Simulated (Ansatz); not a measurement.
**CuHO: an energy map over bond length O1–Cu2 and bond length O1–H3**

How does the energy of CuHO, SMILES [OH][Cu] change over two coordinates at once? A grid of runs gives the map.

Method: RKS PBE-D4/def2-TZVP; program: Ansatz 0.2.0.

### Step 1. Where the work starts

SMILES `[OH][Cu]`, 3 atoms, charge 0, spin multiplicity 1.

Atoms are counted from 1 here; the program's logs count them from 0.

Bond lengths: O1–Cu2 1.773 Å, O1–H3 0.980 Å. Angles: Cu2–O1–H3 104.9°.

Coordinates:

| atom | x (Å) | y (Å) | z (Å) |
| --- | --- | --- | --- |
| O1 | -0.33424 | -0.45896 | -0.24129 |
| Cu2 | 1.13765 | 0.01360 | 0.62696 |
| H3 | -0.81431 | 0.38055 | -0.39887 |

### Step 2. Relaxing the molecule

input.yaml

```yaml
crystal:
  periodic: [false, false, false]
  atoms:
    - { symbol: O, position_ang: [-0.334244, -0.458956, -0.241287] }
    - { symbol: Cu, position_ang: [1.13765, 0.013601, 0.626959] }
    - { symbol: H, position_ang: [-0.814306, 0.380555, -0.398871] }
basis:
  gaussian: { orbitals: def2-TZVP }
hamiltonian:
  xc: pbe
  dispersion: d4
output:
  forces: true
relax:
  f_tol: 0.003
  max_steps: 120
```

Started as:

```sh
$ ansatz run input.yaml --threads 1 --pin off --max-ram 2560MiB --backend cpu --events-out ev --progress --plain --runs-dir out
```

What it wrote (excerpt; [...] marks lines left out):

```text
Warning: RAYON_NUM_THREADS=1 ignored (pool sized by the plan → 1); use --threads N
[...]
Functional definition: PBE
[...]
648 factors; their error is unknown
[...]
mean field -46695.97097836 eV, -1716.0452817887 hartree, gradient 8.2e-6 eV, S^2 0.000000; 0 other end points of the search recorded, 0 dependent functions left out
[...]
reference -46695.97101714 eV, -1716.0452832138 hartree; 19, 19 occupied and 63, 63 virtual orbitals, 648 factors
relax step   1: F+E_penalty+E_count = -46695.99718053 eV  Δ(F+E_penalty+E_count) = +0.000e0 eV  max|allowed force component| = 2.571e-1 eV/Å  Δτ_max = 0.0000 Å  (30 SCF iters, accepted)
[...]
relax step   4: F+E_penalty+E_count = -46695.99967132 eV  Δ(F+E_penalty+E_count) = -1.082e-6 eV  max|allowed force component| = 8.377e-3 eV/Å  Δτ_max = 0.0009 Å  (31 SCF iters, accepted)
[...]
relax step   5: F+E_penalty+E_count = -46695.99967354 eV  Δ(F+E_penalty+E_count) = -2.223e-6 eV  max|allowed force component| = 1.416e-3 eV/Å  Δτ_max = 0.0004 Å  (31 SCF iters, accepted)
648 factors; their error is unknown
[...]
mean field -46695.97350266 eV, -1716.0453745553 hartree, gradient 1.2e-5 eV, S^2 0.000000; 1 other end points of the search recorded, 0 dependent functions left out
[...]
reference -46695.97354139 eV, -1716.0453759784 hartree; 19, 19 occupied and 63, 63 virtual orbitals, 648 factors
Total energy: -46695.99971227 eV, -1716.0463377404 hartree
Atom 0 at    -0.336518    -0.452452    -0.241714 Å, force     0.000946    -0.001355     0.000348 eV/Å
Atom 1 at     1.149747     0.010696     0.633237 Å, force    -0.000010    -0.000061    -0.000013 eV/Å
Atom 2 at    -0.824129     0.376956    -0.404722 Å, force    -0.000936     0.001416    -0.000335 eV/Å
Dipole moment:     0.493931     0.395053     0.321252 e Å
```

It took 15 s on 1 thread of Arm Neoverse N1, shared host; peak memory 0.12 GiB.

Relaxation path:

| step | energy from step 1 (eV) | largest force component (eV/Å) |
| --- | --- | --- |
| 1 | 0.0000 | 0.2571 |
| 2 | -0.0017 | 0.1305 |
| 3 | -0.0025 | 0.0122 |
| 4 | -0.0025 | 0.0084 |
| 5 | -0.0025 | 0.0014 |

Distances of close pairs at the start and the end, largest changes first:

| bond | before (Å) | after (Å) | change (Å) |
| --- | --- | --- | --- |
| O1–Cu2 | 1.773 | 1.786 | +0.013 |
| O1–H3 | 0.980 | 0.976 | -0.004 |

### Step 3. Plan of the scan

The axes are (1) bond length O1–Cu2: 15 values from 1.536 to 2.500 Å; (2) bond length O1–H3: 15 values from 0.800 to 1.464 Å.

Nothing else is relaxed (all other coordinates rigid). Energies count from the relaxed molecule at the same level. Points are written as (first, second).

Below, 3 of the grid's runs; all are launched alike.

### Step 4. The run at (2.225 Å, 0.848 Å)

input.yaml

```yaml
crystal:
  periodic: [false, false, false]
  atoms:
    - { symbol: O, position_ang: [-0.336518, -0.452452, -0.241714] }
    - { symbol: Cu, position_ang: [1.515295, 0.124607, 0.848431] }
    - { symbol: H, position_ang: [-0.760252, 0.268303, -0.383368] }
basis:
  gaussian: { orbitals: def2-TZVP }
hamiltonian:
  xc: pbe
  dispersion: d4
output:
  forces: true
```

Started as:

```sh
$ ansatz run input.yaml --threads 1 --pin off --max-ram 2560MiB --backend cpu --events-out ev --progress --plain --runs-dir out
```

What it wrote (excerpt; [...] marks lines left out):

```text
Warning: RAYON_NUM_THREADS=1 ignored (pool sized by the plan → 1); use --threads N
[...]
Functional definition: PBE
[...]
648 factors; their error is unknown
[...]
mean field -46694.61829889 eV, -1715.9955717351 hartree, gradient 1.2e-5 eV, S^2 0.000000; 3 other end points of the search recorded, 0 dependent functions left out
[...]
reference -46694.61833520 eV, -1715.9955730693 hartree; 19, 19 occupied and 63, 63 virtual orbitals, 648 factors
Total energy: -46694.64967535 eV, -1715.9967247988 hartree
Atom 0 at    -0.336518    -0.452452    -0.241714 Å, force     6.775999    -7.655052     2.754466 eV/Å
Atom 1 at     1.515295     0.124607     0.848431 Å, force    -2.167850    -0.583868    -1.264605 eV/Å
Atom 2 at    -0.760252     0.268303    -0.383368 Å, force    -4.608149     8.238919    -1.489861 eV/Å
Dipole moment:     0.670170     0.454471     0.425571 e Å
```

Run time: 5.4 s. Hardware: 1 thread of Arm Neoverse N1, shared host; peak memory 0.12 GiB.

Energy on the map's scale: 1.35 eV.

### Step 5. Point (1.536 Å, 0.895 Å)

input.yaml

```yaml
crystal:
  periodic: [false, false, false]
  atoms:
    - { symbol: O, position_ang: [-0.336518, -0.452452, -0.241714] }
    - { symbol: Cu, position_ang: [0.941857, -0.054087, 0.510854] }
    - { symbol: H, position_ang: [-0.783737, 0.308251, -0.391219] }
basis:
  gaussian: { orbitals: def2-TZVP }
hamiltonian:
  xc: pbe
  dispersion: d4
output:
  forces: true
```

Started as:

```sh
$ ansatz run input.yaml --threads 1 --pin off --max-ram 2560MiB --backend cpu --events-out ev --progress --plain --runs-dir out
```

What it wrote (excerpt; [...] marks lines left out):

```text
Warning: RAYON_NUM_THREADS=1 ignored (pool sized by the plan → 1); use --threads N
[...]
Functional definition: PBE
[...]
648 factors; their error is unknown
[...]
mean field -46694.84780947 eV, -1716.0040060934 hartree, gradient 1.1e-5 eV, S^2 0.000000; 0 other end points of the search recorded, 0 dependent functions left out
[...]
reference -46694.84785051 eV, -1716.0040076015 hartree; 19, 19 occupied and 63, 63 virtual orbitals, 648 factors
Total energy: -46694.87427259 eV, -1716.0049785951 hartree
Atom 0 at    -0.336518    -0.452452    -0.241714 Å, force    -4.999637    -6.369069    -3.551367 eV/Å
Atom 1 at     0.941857    -0.054087     0.510854 Å, force     8.002367     2.174350     4.670558 eV/Å
Atom 2 at    -0.783737     0.308251    -0.391219 Å, force    -3.002731     4.194719    -1.119191 eV/Å
Dipole moment:     0.364354     0.343224     0.243524 e Å
```

It took 2.4 s on 1 thread of Arm Neoverse N1, shared host; peak memory 0.099 GiB.

That is 1.13 eV from the zero.

### Step 6. The run at (1.811 Å, 0.990 Å)

input.yaml

```yaml
crystal:
  periodic: [false, false, false]
  atoms:
    - { symbol: O, position_ang: [-0.336518, -0.452452, -0.241714] }
    - { symbol: Cu, position_ang: [1.170733, 0.017235, 0.645591] }
    - { symbol: H, position_ang: [-0.831208, 0.388996, -0.407088] }
basis:
  gaussian: { orbitals: def2-TZVP }
hamiltonian:
  xc: pbe
  dispersion: d4
output:
  forces: true
```

Started as:

```sh
$ ansatz run input.yaml --threads 1 --pin off --max-ram 2560MiB --backend cpu --events-out ev --progress --plain --runs-dir out
```

What it wrote (excerpt; [...] marks lines left out):

```text
Warning: RAYON_NUM_THREADS=1 ignored (pool sized by the plan → 1); use --threads N
[...]
Functional definition: PBE
[...]
648 factors; their error is unknown
[...]
mean field -46695.96346788 eV, -1716.0450057837 hartree, gradient 7.9e-5 eV, S^2 0.000000; 0 other end points of the search recorded, 0 dependent functions left out
[...]
reference -46695.96350639 eV, -1716.0450071990 hartree; 19, 19 occupied and 63, 63 virtual orbitals, 648 factors
Total energy: -46695.98966974 eV, -1716.0459686845 hartree
Atom 0 at    -0.336518    -0.452452    -0.241714 Å, force     0.009792     0.611442     0.082666 eV/Å
Atom 1 at     1.170733     0.017235     0.645591 Å, force    -0.357479    -0.088823    -0.207591 eV/Å
Atom 2 at    -0.831208     0.388996    -0.407088 Å, force     0.347687    -0.522620     0.124925 eV/Å
Dipole moment:     0.503913     0.399081     0.327245 e Å
```

It took 2.4 s on 1 thread of Arm Neoverse N1, shared host; peak memory 0.098 GiB.

That is 0.010 eV from the zero.

### Step 7. The map

225 points were computed. Energies in eV, from the relaxed molecule at the same level:

```
bond length O1–H3 (Å) ↓, bond length O1–Cu2 (Å) →  1.536  1.605  1.674  1.742  1.811  1.880  1.949  2.018  2.087  2.156  2.225  2.293  2.362  2.431  2.500
                                            1.464   2.87   2.44   2.22   2.13   2.15   2.22   2.34   2.49   2.65   2.82   3.00   3.17   3.34   3.50   3.66
                                            1.416   2.64   2.20   1.97   1.89   1.89   1.97   2.09   2.23   2.39   2.56   2.74   2.91   3.08   3.24   3.40
                                            1.369   2.41   1.97   1.73   1.64   1.64   1.71   1.83   1.97   2.13   2.30   2.48   2.65   2.82   2.98   3.14
                                            1.322   2.18   1.72   1.48   1.38   1.38   1.46   1.57   1.71   1.87   2.04   2.21   2.39   2.56   2.72   2.88
                                            1.274   1.94   1.48   1.23   1.13   1.12   1.19   1.31   1.45   1.61   1.78   1.95   2.12   2.29   2.46   2.62
                                            1.227   1.71   1.24   0.98   0.88   0.88   0.94   1.05   1.20   1.36   1.52   1.70   1.87   2.04   2.21   2.37
                                            1.179   1.49   1.01   0.75   0.64   0.63   0.70   0.81   0.95   1.11   1.28   1.45   1.62   1.79   1.96   2.12
                                            1.132   1.28   0.80   0.53   0.42   0.41   0.48   0.59   0.73   0.89   1.06   1.23   1.40   1.58   1.74   1.90
                                            1.085   1.11   0.62   0.35   0.24   0.23   0.29   0.40   0.54   0.70   0.87   1.04   1.22   1.39   1.56   1.72
                                            1.037   0.98   0.48   0.21   0.09   0.08   0.14   0.25   0.40   0.56   0.73   0.90   1.07   1.25   1.41   1.57
                                            0.990   0.92   0.42   0.14   0.02   0.01   0.07   0.18   0.32   0.48   0.65   0.83   1.00   1.17   1.34   1.51
                                            0.942   0.96   0.45   0.17   0.05   0.03   0.10   0.21   0.35   0.51   0.68   0.85   1.03   1.20   1.37   1.53
                                            0.895   1.13   0.61   0.33   0.21   0.19   0.25   0.36   0.50   0.66   0.84   1.01   1.19   1.36   1.53   1.69
                                            0.848   1.47   0.95   0.67   0.54   0.53   0.59   0.70   0.84   1.00   1.17   1.35   1.53   1.70   1.87   2.03
                                            0.800   2.08   1.56   1.27   1.14   1.13   1.19   1.30   1.44   1.60   1.77   1.95   2.13   2.30   2.47   2.64
```

The largest force on an atom (eV/Å) at each point:

| bond length O1–H3 (Å) ↓, bond length O1–Cu2 (Å) → | 1.536 | 1.605 | 1.674 | 1.742 | 1.811 | 1.880 | 1.949 | 2.018 | 2.087 | 2.156 | 2.225 | 2.293 | 2.362 | 2.431 | 2.500 |
| --- | --- | --- | --- | --- | --- | --- | --- | --- | --- | --- | --- | --- | --- | --- | --- |
| 1.464 | 10.5 | 7.5 | 5.8 | 5.1 | 5.2 | 5.2 | 5.3 | 5.3 | 5.3 | 5.4 | 5.4 | 5.4 | 5.4 | 5.4 | 5.4 |
| 1.416 | 10.7 | 7.8 | 6.1 | 5.3 | 5.3 | 5.4 | 5.4 | 5.5 | 5.5 | 5.5 | 5.5 | 5.5 | 5.5 | 5.5 | 5.5 |
| 1.369 | 10.9 | 7.9 | 6.2 | 5.4 | 5.4 | 5.5 | 5.5 | 5.5 | 5.5 | 5.6 | 5.6 | 5.6 | 5.6 | 5.6 | 5.5 |
| 1.322 | 11.1 | 8.1 | 6.3 | 5.5 | 5.5 | 5.5 | 5.5 | 5.6 | 5.6 | 5.6 | 5.6 | 5.6 | 5.6 | 5.6 | 5.5 |
| 1.274 | 11.1 | 8.1 | 6.3 | 5.4 | 5.4 | 5.4 | 5.5 | 5.5 | 5.5 | 5.5 | 5.5 | 5.5 | 5.5 | 5.5 | 5.4 |
| 1.227 | 11.2 | 8.0 | 6.2 | 5.3 | 5.2 | 5.2 | 5.3 | 5.3 | 5.3 | 5.3 | 5.3 | 5.3 | 5.3 | 5.3 | 5.2 |
| 1.179 | 11.1 | 7.9 | 6.0 | 5.0 | 4.9 | 4.9 | 4.9 | 5.0 | 5.0 | 5.0 | 4.9 | 4.9 | 4.9 | 4.9 | 4.9 |
| 1.132 | 10.8 | 7.6 | 5.6 | 4.6 | 4.4 | 4.4 | 4.4 | 4.4 | 4.4 | 4.4 | 4.4 | 4.4 | 4.4 | 4.4 | 4.4 |
| 1.085 | 10.4 | 7.0 | 4.9 | 3.8 | 3.6 | 3.6 | 3.6 | 3.6 | 3.6 | 3.6 | 3.6 | 3.6 | 3.6 | 3.5 | 3.5 |
| 1.037 | 9.9 | 6.3 | 4.0 | 2.7 | 2.3 | 2.4 | 2.4 | 2.5 | 2.6 | 2.6 | 2.6 | 2.6 | 2.5 | 2.5 | 2.4 |
| 0.990 | 9.3 | 5.5 | 2.9 | 1.2 | 0.6 | 1.3 | 1.9 | 2.2 | 2.4 | 2.5 | 2.6 | 2.5 | 2.5 | 2.4 | 2.3 |
| 0.942 | 9.4 | 5.5 | 2.8 | 1.8 | 1.9 | 2.5 | 2.9 | 3.1 | 3.3 | 3.4 | 3.4 | 3.4 | 3.4 | 3.3 | 3.2 |
| 0.895 | 9.5 | 6.0 | 5.1 | 5.1 | 5.2 | 5.5 | 5.8 | 6.1 | 6.2 | 6.2 | 6.3 | 6.3 | 6.3 | 6.2 | 6.2 |
| 0.848 | 10.8 | 9.6 | 9.6 | 9.5 | 9.6 | 9.9 | 10.2 | 10.4 | 10.5 | 10.6 | 10.6 | 10.6 | 10.6 | 10.6 | 10.5 |
| 0.800 | 15.9 | 15.9 | 15.8 | 15.8 | 15.8 | 16.1 | 16.4 | 16.5 | 16.7 | 16.7 | 16.8 | 16.8 | 16.8 | 16.7 | 16.7 |

### Step 8. Outcome

```
                       quantity                                                                             value
                   lowest point                                                      (1.811 Å, 0.990 Å), 0.010 eV
         highest computed point                                      (2.500 Å, 1.464 Å), 3.65 eV above the lowest
largest force on an atom (eV/Å)  0.6 at (1.811 Å, 0.990 Å) to 16.8 at (2.293 Å, 0.800 Å); 0.6 at the lowest point
        time for the whole task                                                   17 min on 1 thread, shared host
```

**Reading.** The lowest computed point is at (1.811 Å, 0.990 Å), 0.010 eV from the relaxed molecule at the same level. The grid shows no well of another kind. The highest computed point, (2.500 Å, 1.464 Å), lies 3.65 eV above the lowest. Round the minimum the two coordinates are nearly uncoupled.
